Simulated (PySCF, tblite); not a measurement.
# C₅H₅F₃Si: geometry, infrared bands and NMR shifts

Aim: predict the infrared bands and NMR shifts of C₅H₅F₃Si (`C#C[Si]1(C(F)(F)F)CC1`).

Programs: tblite 0.8.0 and PySCF 2.14.0, with density-fitted response routines of our own. Each step states its level of theory. These are calculated values for one molecule in the gas phase, unless marked as measured. Atoms count from 0, in the outputs and in this text.

## Step 1: The starting structure

14 atoms, charge 0, multiplicity 1; geometry from: force field or distance geometry start.

Bonds of the start (Å): C0–C1 1.24, C1–Si2 1.80, Si2–C3 1.86, C3–F4 1.38, C3–F5 1.38, C3–F6 1.38, Si2–C7 1.84, C7–C8 1.52, C8–Si2 1.87, C0–H9 1.05, C7–H10 1.11, C7–H11 1.12, C8–H12 1.12, C8–H13 1.12.

## Step 2: Geometry optimisation with GFN2-xTB

The job: settings as JSON, then the geometry in Å.

```
{"job": {"kind": "relax", "xc": "GFN2-xTB", "basis": "xTB"}, "charge": 0, "multiplicity": 1}
C      2.601700    -1.698300    -0.545400
C      1.610900    -0.993200    -0.311900
Si     0.189000     0.053500     0.046400
C      0.423600     1.889900     0.227800
F      0.779900     2.212600     1.524600
F      1.376900     2.296000    -0.688300
F     -0.764200     2.519000    -0.077500
C     -1.448700    -0.416500    -0.646800
C     -1.311000    -0.737300     0.829100
H      3.439800    -2.299000    -0.732300
H     -2.145600     0.431200    -0.834800
H     -1.578400    -1.254500    -1.374000
H     -1.961500    -0.164800     1.531300
H     -1.213000    -1.839200     1.029600
```

Run with:

```console
OMP_NUM_THREADS=1 python probes_run.py task.json out
```

The driver reads the jobs from task.json and runs them one after another.

**Question.** This job is followed by: GFN2-xTB harmonic vibrations, gas phase; GIAO PBE0/pcSseg-1 NMR shielding, non-relativistic, gas phase. What will the session give for the following? strongest single infrared mode (GFN2-xTB); zero-point energy (GFN2-xTB); ¹³C shifts against TMS (PBE0/pcSseg-1, means over atoms taken as alike); ¹H shifts against TMS (PBE0/pcSseg-1, means over atoms taken as alike); ²⁹Si shifts against TMS (PBE0/pcSseg-1); ¹⁹F shifts against CFCl3 (PBE0/pcSseg-1, means over atoms taken as alike); surface potential, 1st and 99th percentile.

As calculated:

| quantity | value |
| --- | --- |
| strongest single infrared mode (GFN2-xTB) | 1015 cm⁻¹, 239 km/mol |
| zero-point energy (GFN2-xTB) | 53.4 kcal/mol |
| ¹³C shifts against TMS (PBE0/pcSseg-1, means over atoms taken as alike) | 139.3, 108.0, 79.8, 2.1 ppm |
| ¹H shifts against TMS (PBE0/pcSseg-1, means over atoms taken as alike) | 2.02, 1.14, 1.10 ppm |
| ²⁹Si shifts against TMS (PBE0/pcSseg-1) | -112.7 ppm |
| ¹⁹F shifts against CFCl3 (PBE0/pcSseg-1, means over atoms taken as alike) | -67.7 ppm |
| surface potential, 1st and 99th percentile | -0.74 V and 1.73 V |

**Reading.** The optimisation took 93 steps and gained 0.549 eV; among the close pairs (by a distance rule), Si2–C3 changed most, from 1.860 to 1.940 Å. All 36 modes are real, so the xTB geometry is a minimum. The strongest single mode, at 1015 cm⁻¹, moves mainly C3. Unscaled tight-binding wavenumbers are off by several per cent, some by more. Its intensities can rank the bands wrongly. At PBE0/pcSseg-1: The widest tensor belongs to Si2: span 346 ppm, with a paramagnetic part of -420 ppm. At PBE0/pcSseg-1, counted by nearest atom on the grid, the HOMO lies on Si2 27 %; C7, C8 about 20 % each, the LUMO on C0, C1 about 22 % each; Si2 21 %.
